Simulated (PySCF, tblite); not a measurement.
**C3H4FN3: geometry, infrared bands, NMR shifts and spin-spin couplings**

What infrared bands, NMR shifts and spin-spin couplings should C3H4FN3 (`FCc1nc[nH]n1`) show?

Computed with tblite 0.8.0 and PySCF 2.14.0, with density-fitted response routines of our own, on a single molecule in the gas phase. Atoms count from 0, in the outputs and in this text.

## Step 1: Starting geometry

11 atoms, charge 0, multiplicity 1; geometry from: force field or distance geometry start.

Bonds of the start (Å): F0–C1 1.36, C1–C2 1.50, C2–N3 1.36, N3–C4 1.31, C4–N5 1.37, N5–N6 1.34, N6–C2 1.35, C1–H7 1.08, C1–H8 1.10, C4–H9 1.08, N5–H10 1.01.

## Step 2: Optimising the geometry with GFN2-xTB

Job settings and geometry (Å):

```
{"job": {"kind": "relax", "xc": "GFN2-xTB", "basis": "xTB"}, "charge": 0, "multiplicity": 1}
F     -2.409600     0.633000     0.888300
C     -1.837100    -0.150600    -0.066500
C     -0.340300    -0.033500    -0.032800
N      0.454100    -0.875000     0.678000
C      1.661900    -0.434200     0.453300
N      1.587300     0.631300    -0.396700
N      0.322800     0.901900    -0.740800
H     -2.230200     0.141100    -1.026600
H     -2.127700    -1.191000     0.144900
H      2.587100    -0.823100     0.842700
H      2.337400     1.202900    -0.769800
```

Run with:

```console
$ OMP_NUM_THREADS=1 python probes_run.py task.json out
```

The driver reads the jobs from task.json and runs them one after another.

Standard output:

```text
step      E/eV     max force
  0    -597.23585    2.308
  1    -597.30390    0.665
  2    -597.31187    0.252
  3    -597.31462    0.153
  4    -597.31589    0.079
  5    -597.31635    0.062
  6    -597.31664    0.046
  7    -597.31681    0.040
  8    -597.31691    0.030
  9    -597.31696    0.018
 10    -597.31700    0.018
 11    -597.31704    0.020
 12    -597.31706    0.012
 13    -597.31707    0.008
```

Wall time 0.08 s (1 thread of Arm Neoverse N1, shared host).

Relaxation path:

```csv
step,energy from step 0 (eV),largest force (eV/Å)
0,0.0000,2.3085
1,-0.0680,0.6651
2,-0.0760,0.2523
3,-0.0788,0.1527
4,-0.0800,0.0793
5,-0.0805,0.0619
6,-0.0808,0.0458
7,-0.0810,0.0397
8,-0.0811,0.0303
9,-0.0811,0.0180
10,-0.0811,0.0183
11,-0.0812,0.0196
12,-0.0812,0.0119
13,-0.0812,0.0081
```

Close pairs (by a distance rule), those that changed most:

```csv
bond,before (Å),after (Å),change (Å)
C2–N6,1.348,1.316,-0.031
C4–N5,1.365,1.347,-0.018
C1–H7,1.078,1.094,+0.016
F0–C1,1.361,1.376,+0.015
C1–C2,1.502,1.488,-0.014
C1–H8,1.101,1.094,-0.007
C4–H9,1.077,1.070,-0.007
N5–H10,1.014,1.008,-0.006
```

The next job starts from the end point, and lists it.

## Step 3: Vibrational analysis with GFN2-xTB

Job settings and geometry (Å):

```
{"job": {"kind": "ir", "xc": "GFN2-xTB", "basis": "xTB"}, "charge": 0, "multiplicity": 1}
F     -2.402704     0.637398     0.887428
C     -1.828242    -0.166964    -0.070432
C     -0.346018    -0.041535    -0.044027
N      0.451760    -0.865941     0.676337
C      1.657209    -0.420304     0.440926
N      1.597102     0.633976    -0.395777
N      0.322682     0.876761    -0.708716
H     -2.223547     0.160484    -1.036298
H     -2.120896    -1.195260     0.159495
H      2.563913    -0.823188     0.841325
H      2.334165     1.207242    -0.776224
```

Standard output:

```text
mode    cm-1     km/mol
  1      32.9      3.24
  2     155.2      6.97
  3     291.2     11.35
  4     412.3     11.10
  5     605.4     31.58
  6     653.8     37.90
  7     685.6     26.56
  8     780.6     20.83
  9     823.3      8.30
 10     933.2      3.50
 11     953.7     15.13
 12     991.4     17.60
 13    1025.1     66.45
 14    1094.9     35.75
 15    1129.0     19.71
 16    1195.4      2.68
 17    1233.3     19.70
 18    1305.1      8.65
 19    1348.1     37.73
 20    1358.0      5.55
 21    1404.6      2.19
 22    1463.8     44.27
 23    1526.6     65.02
 24    2963.1     17.18
 25    2971.8     13.97
 26    3189.7      4.75
 27    3444.9     21.36
```

Run time: 0.32 s. Hardware: 1 thread of Arm Neoverse N1, shared host.

Which atoms move in the most intense modes:

```csv
cm⁻¹,km/mol,atoms
605,31.6,"N5 44 %, H10 17 %, C4 16 %, N6 13 %"
654,37.9,H10 70 %
686,26.6,"C1 29 %, C2 20 %, N3 15 %, N6 12 %"
1025,66.5,"C1 46 %, F0 32 %"
1095,35.8,"H9 45 %, N6 27 %, N3 10 %"
1348,37.7,"C2 34 %, N3 29 %, C4 16 %"
1464,44.3,"C2 37 %, C4 29 %, N3 21 %"
1527,65.0,"C2 49 %, N6 19 %, N3 13 %, C4 13 %"
```

## Step 4: NMR shieldings: PBE0/pcSseg-1

Settings changed since step 3:

```diff
@@ -1,2 +1,2 @@
-{"job": {"kind": "ir", "xc": "GFN2-xTB", "basis": "xTB"}, "charge": 0, "multiplicity": 1}
+{"job": {"kind": "nmr", "xc": "PBE0", "basis": "pcSseg-1"}, "charge": 0, "multiplicity": 1}
 F     -2.402704     0.637398     0.887428
```

Level: GIAO PBE0/pcSseg-1 NMR shielding, non-relativistic, gas phase.

Standard output:

```text
coarse grid: 10016 points
cycle   1  E = -380.2409622859  dE =  1.400e+00  |g| = 5.781e-01  |ddm| = 3.109e+00
cycle   2  E = -380.1589878710  dE =  8.197e-02  |g| = 9.008e-01  |ddm| = 1.084e+00
cycle   3  E = -380.3059400364  dE = -1.470e-01  |g| = 9.846e-02  |ddm| = 6.418e-01
cycle   4  E = -380.3068729369  dE = -9.329e-04  |g| = 6.943e-02  |ddm| = 1.017e-01
cycle   5  E = -380.3078510004  dE = -9.781e-04  |g| = 1.109e-02  |ddm| = 5.318e-02
cycle   6  E = -380.3078706579  dE = -1.966e-05  |g| = 6.195e-03  |ddm| = 1.168e-02
cycle   7  E = -380.3078787274  dE = -8.069e-06  |g| = 1.025e-03  |ddm| = 5.083e-03
final grid: 99696 points
cycle   8  E = -380.3507882189  dE = -3.571e-05  |g| = 6.481e-03  |ddm| = 2.294e-02
cycle   9  E = -380.3507856388  dE =  2.580e-06  |g| = 7.844e-03  |ddm| = 1.045e-02
cycle  10  E = -380.3507972270  dE = -1.159e-05  |g| = 9.871e-04  |ddm| = 5.142e-03
cycle  11  E = -380.3507974066  dE = -1.796e-07  |g| = 2.035e-04  |ddm| = 8.495e-04
cycle  12  E = -380.3507974130  dE = -6.409e-09  |g| = 8.665e-05  |ddm| = 1.657e-04
cycle  13  E = -380.3507974142  dE = -1.202e-09  |g| = 4.015e-05  |ddm| = 8.031e-05
cycle  14  E = -380.3507974145  dE = -3.374e-10  |g| = 8.967e-06  |ddm| = 3.041e-05
converged SCF energy = -380.3507974145

GIAO shielding tensors (ppm)
atom      isotropic    diamagn.    paramagn.     s11        s22        s33       span
  0 F      409.150     469.119     -59.969    378.647    384.987    463.817     85.171
  1 C      105.727     235.384    -129.657     81.173     84.180    151.827     70.654
  2 C       22.257     257.134    -234.877    -54.288     15.342    105.717    160.005
  3 N      -29.938     327.915    -357.853   -216.692    -99.868    226.748    443.440
  4 C       40.669     252.059    -211.389    -31.036     34.796    118.249    149.285
  5 N       40.154     328.787    -288.633    -80.498     76.544    124.416    204.914
  6 N      -68.472     326.278    -394.750   -308.714    -75.419    178.717    487.430
  7 H       25.863      26.527      -0.665     22.571     25.717     29.300      6.729
  8 H       25.832      26.476      -0.644     22.470     25.577     29.450      6.979
  9 H       23.661      29.581      -5.920     20.911     24.074     25.999      5.088
 10 H       21.510      31.709     -10.199     16.865     22.504     25.160      8.294
```

Run time: 21 s. Hardware: 1 thread of Arm Neoverse N1, shared host; peak memory 0.65 GiB.

The references, computed at this level on geometries of the same kind, shield at (ppm): 1H TMS 31.72, 13C TMS 186.9, 19F CFCl3 170.9, 15N NH3 267.7. Their shielding less the atom's gives the shift. The references are single molecules in the gas phase, so shifts against H2O, NH3, PH3, H3PO4 or CFCl3 are not on the usual liquid scales and can be off by tens of ppm. Atoms listed in one row are averaged.

```csv
atoms,environment,σ (ppm),δ (ppm),δ scaled to CDCl3
C2,substituted aromatic carbon next to a ring nitrogen,22.3,164.7,158.8
C4,aromatic CH between two ring heteroatoms,40.7,146.3,140.8
C1,"sp3 CH2 bonded to F, on an aromatic ring",105.7,81.2,77.3
H10,hydrogen on a pyrrole-type ring nitrogen,21.51,10.21,–
H9,hydrogen on an aromatic CH between two ring heteroatoms,23.66,8.06,7.70
"H7, H8","hydrogen on an sp3 CH2 bonded to F, on an aromatic ring",25.85,5.87,5.64
F0,fluorine on an sp3 carbon,409.2,-238.2,–
N6,pyridine-type nitrogen of an azole,-68.5,336.2,–
N3,pyridine-type nitrogen of an azole,-29.9,297.7,–
N5,pyrrole-type ring nitrogen,40.2,227.6,–
```

The scaled column applies a straight-line fit of computed shieldings to shifts measured in CDCl3, and one for carbons that bear F (root-mean-square error 0.16 ppm for H, 1.9 ppm for C).

Charges from the same density, by scheme (e):

```csv
atoms,Mulliken,IAO,Hirshfeld,ESP fit
F0,-0.34,-0.32,-0.13,-0.18
C1,0.31,0.03,0.02,-0.16
C2,0.11,0.17,0.07,0.69
N3,-0.43,-0.34,-0.21,-0.62
C4,0.28,0.04,0.05,0.20
N5,-0.23,-0.13,-0.01,-0.08
N6,-0.25,-0.25,-0.15,-0.52
```

Mayer bond orders: F0–C1 0.91, C1–C2 1.01, C2–N3 1.33, N3–C4 1.59, C4–N5 1.20, N5–N6 1.19, N6–C2 1.56.

Ring of atoms C2, N3, C4, N5, N6: NICS(0) -13.5, NICS(1) -12.4, NICS(1)zz -33.3 ppm (means of both faces).

## Step 5: Spin-spin couplings: B3LYP/pcJ-1

Settings changed since step 4:

```diff
@@ -1,2 +1,2 @@
-{"job": {"kind": "nmr", "xc": "PBE0", "basis": "pcSseg-1"}, "charge": 0, "multiplicity": 1}
+{"job": {"kind": "j", "xc": "B3LYP", "basis": "pcJ-1"}, "charge": 0, "multiplicity": 1}
 F     -2.402704     0.637398     0.887428
```

Level: B3LYP/pcJ-1 indirect spin-spin coupling, non-relativistic, gas phase.

Standard output:

```text
coarse grid: 10016 points
cycle   1  E = -380.6807950418  dE =  1.315e+00  |g| = 6.178e-01  |ddm| = 2.990e+00
cycle   2  E = -380.5671333076  dE =  1.137e-01  |g| = 1.018e+00  |ddm| = 1.214e+00
cycle   3  E = -380.7495789994  dE = -1.824e-01  |g| = 1.185e-01  |ddm| = 7.487e-01
cycle   4  E = -380.7508293652  dE = -1.250e-03  |g| = 8.606e-02  |ddm| = 1.197e-01
cycle   5  E = -380.7522705733  dE = -1.441e-03  |g| = 1.663e-02  |ddm| = 6.580e-02
cycle   6  E = -380.7523203521  dE = -4.978e-05  |g| = 7.780e-03  |ddm| = 1.604e-02
cycle   7  E = -380.7523325618  dE = -1.221e-05  |g| = 1.836e-03  |ddm| = 6.451e-03
cycle   8  E = -380.7523332432  dE = -6.814e-07  |g| = 3.405e-04  |ddm| = 1.525e-03
final grid: 99696 points
cycle   9  E = -380.8071008735  dE = -1.138e-04  |g| = 6.365e-03  |ddm| = 1.556e-02
cycle  10  E = -380.8070951069  dE =  5.767e-06  |g| = 8.746e-03  |ddm| = 9.566e-03
cycle  11  E = -380.8071081736  dE = -1.307e-05  |g| = 1.140e-03  |ddm| = 5.451e-03
cycle  12  E = -380.8071083327  dE = -1.592e-07  |g| = 6.925e-04  |ddm| = 1.314e-03
cycle  13  E = -380.8071084236  dE = -9.087e-08  |g| = 2.833e-04  |ddm| = 6.339e-04
cycle  14  E = -380.8071084392  dE = -1.562e-08  |g| = 3.110e-05  |ddm| = 2.048e-04
cycle  15  E = -380.8071084393  dE = -1.041e-10  |g| = 2.190e-05  |ddm| = 3.502e-05
converged SCF energy = -380.8071084393

Indirect spin-spin couplings (Hz)
  i      j    bonds     total        FC       PSO       DSO        SD
  0 F    1 C    1   -223.809  -279.768    32.017     0.723    23.221
  0 F    2 C    2     19.453    21.706    -2.745     0.159     0.334
  0 F    3 N    3      0.005    -0.891     0.647     0.037     0.213
  0 F    4 C    4     -1.528    -1.172     0.127    -0.264    -0.219
  0 F    5 N    4     -0.385    -0.929     0.431     0.104     0.009
  0 F    6 N    3     -1.903    -2.416     0.572     0.028    -0.087
  0 F    7 H    2     54.884    49.127    10.656    -1.169    -3.730
  0 F    8 H    2     53.689    47.835    10.750    -1.174    -3.722
  0 F    9 H    5      0.329     0.359     1.231    -1.114    -0.146
  0 F   10 H    5     -1.624    -1.463     1.204    -1.251    -0.113
  1 C    2 C    1     74.039    75.038    -1.344     0.345         -
  1 C    3 N    2     -9.932    -9.964     0.091    -0.008    -0.051
  1 C    4 C    3      4.421     4.384     0.127    -0.089         -
  1 C    5 N    3     -2.249    -2.155    -0.083     0.035    -0.046
  1 C    6 N    2    -10.853   -10.899     0.085    -0.007    -0.032
  1 C    7 H    1    154.276   153.620    -0.410     1.066         -
  1 C    8 H    1    158.031   157.420    -0.455     1.067         -
  1 C    9 H    4     -0.181    -0.165     0.369    -0.386         -
  2 C    3 N    1      4.430     0.104     4.883    -0.126    -0.431
  2 C    4 C    2     -1.038    -0.895    -0.165     0.021         -
  2 C    5 N    2     -3.032    -2.420     0.030    -0.009    -0.633
  2 C    6 N    1      0.897    -4.427     6.742    -0.123    -1.295
  2 C    7 H    2     -2.740    -2.586    -0.279     0.125         -
  2 C    8 H    2     -3.029    -2.887    -0.281     0.139         -
  2 C    9 H    3     11.928    12.172     0.399    -0.643         -
  2 C   10 H    3     12.380    12.512     0.685    -0.817         -
  3 N    4 C    1     -0.449    -5.072     5.654    -0.100    -0.931
  3 N    5 N    2     -0.838    -0.485    -0.487    -0.006     0.139
  3 N    6 N    2     -2.046    -1.080    -0.728    -0.011    -0.227
  3 N    7 H    3     -4.356    -4.407    -0.102     0.164    -0.011
  3 N    8 H    3     -1.310    -1.421     0.205    -0.087    -0.007
  3 N    9 H    2    -12.623   -13.339     0.553     0.196    -0.032
  3 N   10 H    3      0.693     0.340    -0.037     0.353     0.037
  4 C    5 N    1     -9.538   -13.190     4.285    -0.122    -0.511
  4 C    6 N    2      0.026    -0.310     1.253     0.021    -0.938
  4 C    7 H    4      0.851     0.960     0.292    -0.401         -
  4 C    8 H    4     -0.241    -0.243     0.326    -0.324         -
  4 C    9 H    1    216.388   215.560    -0.258     1.086         -
  4 C   10 H    2     11.717    12.830    -0.363    -0.750         -
  5 N    6 N    1    -12.635    -9.908    -2.698     0.045    -0.073
  5 N    7 H    4      0.181     0.197    -0.124     0.131    -0.022
  5 N    8 H    4     -0.792    -0.861    -0.109     0.158     0.019
  5 N    9 H    2    -10.777   -11.350     0.434     0.155    -0.016
  5 N   10 H    1   -112.600  -110.496    -1.348    -0.440    -0.316
  6 N    7 H    3     -1.095    -1.227     0.209    -0.076    -0.001
  6 N    8 H    3     -5.216    -5.264    -0.134     0.175     0.007
  6 N    9 H    3      0.805     0.482     0.055     0.297    -0.029
  6 N   10 H    2    -10.417   -11.272     0.620     0.244    -0.009
  7 H    8 H    2     -9.486    -9.507     2.330    -2.308         -
  7 H    9 H    5      0.449     0.560     1.460    -1.571         -
  8 H    9 H    5      0.240     0.305     1.130    -1.195         -
  8 H   10 H    5      0.288     0.420     1.660    -1.792         -
  9 H   10 H    3     -0.085     0.214     1.128    -1.426         -
```

Wall time 68 s (1 thread of Arm Neoverse N1, shared host); peak memory 0.86 GiB.

A choice of the couplings up to four bonds, sorted by the number of bonds, with means over like pairs; isotopes 13C, 19F, 1H, 15N:

```csv
pair,bonds,J (Hz),Fermi contact (Hz),dihedral (°)
F0–C1,1,-223.8,-279.8,–
C4–H9,1,216.4,215.6,–
C1–H7,1,156.2,155.5,–
N5–H10,1,-112.6,-110.5,–
C1–C2,1,74.0,75.0,–
N5–N6,1,-12.6,-9.9,–
C4–N5,1,-9.5,-13.2,–
C2–N3,1,4.4,0.1,–
F0–H7,2,54.3,48.5,–
F0–C2,2,19.5,21.7,–
N3–H9,2,-12.6,-13.3,–
C4–H10,2,11.7,12.8,–
C1–N6,2,-10.9,-10.9,–
N5–H9,2,-10.8,-11.3,–
N6–H10,2,-10.4,-11.3,–
C1–N3,2,-9.9,-10.0,–
H7–H8,2,-9.5,-9.5,–
C2–H10,3,12.4,12.5,-180
C2–H9,3,11.9,12.2,-180
C1–C4,3,4.4,4.4,-179
N6–H7,3,-3.2,-3.2,–
N3–H7,3,-2.8,-2.9,–
C1–N5,3,-2.2,-2.2,179
F0–N6,3,-1.9,-2.4,-87
F0–C4,4,-1.5,-1.2,–
```

The spin-dipole term was solved for some atoms only; pairs without it lack that part.

Quadrupole couplings from the field gradients of the same density:

```csv
atom,isotope,eQq/h (MHz),η
N6,14N,-5.170,0.56
N3,14N,-4.582,0.12
N5,14N,-3.288,0.46
```

Shifts (PBE0/pcSseg-1, scaled to CDCl3 for protons on carbon, raw for the others) and these couplings together give the proton spectrum at 400 MHz below. H–H couplings in it are scaled by factors fitted to measured ones, so they differ from the table.

1H NMR δ 10.21 (br s, 1H), 7.70 (s, 1H), 5.64 (d, J = 54.3 Hz, 2H). The letters are first-order; like nuclei with unlike couplings give more lines.

## Step 6: What came out

| quantity | value |
| --- | --- |
| strongest single infrared mode (GFN2-xTB) | 1025 cm⁻¹, 66 km/mol |
| zero-point energy (GFN2-xTB) | 48.6 kcal/mol |
| 13C shifts against TMS (PBE0/pcSseg-1) | 164.7, 146.3, 81.2 ppm |
| 1H shifts against TMS (PBE0/pcSseg-1, means over atoms taken as alike) | 10.21, 8.06, 5.87 ppm |
| 19F shifts against CFCl3 (PBE0/pcSseg-1) | -238.2 ppm |
| 15N shifts against NH3 (PBE0/pcSseg-1) | 336.2, 297.7, 227.6 ppm |
| largest coupling of the table (B3LYP/pcJ-1) | 1J(F,C) F0–C1, -223.8 Hz |

In words: The optimisation took 13 steps and gained 0.081 eV; among the close pairs (by a distance rule), C2–N6 changed most, from 1.348 to 1.316 Å. No mode is imaginary among the 27: a minimum at this level. The strongest single mode, at 1025 cm⁻¹, moves mainly C1 and F0. Unscaled tight-binding wavenumbers are off by several per cent, some by more. Its intensities can rank the bands wrongly. At PBE0/pcSseg-1: The widest tensor belongs to N6: span 487 ppm, with a paramagnetic part of -395 ppm. NICS(1)zz of -33 ppm above the planar ring from C2 marks a diatropic (aromatic) ring current. In the run at B3LYP/pcJ-1, the largest coupling of the table is F0–C1, -223.8 Hz, of which the Fermi-contact term gives -279.8 Hz. Couplings across rotatable bonds belong to this one conformer; where others are populated, the observed values are averages.
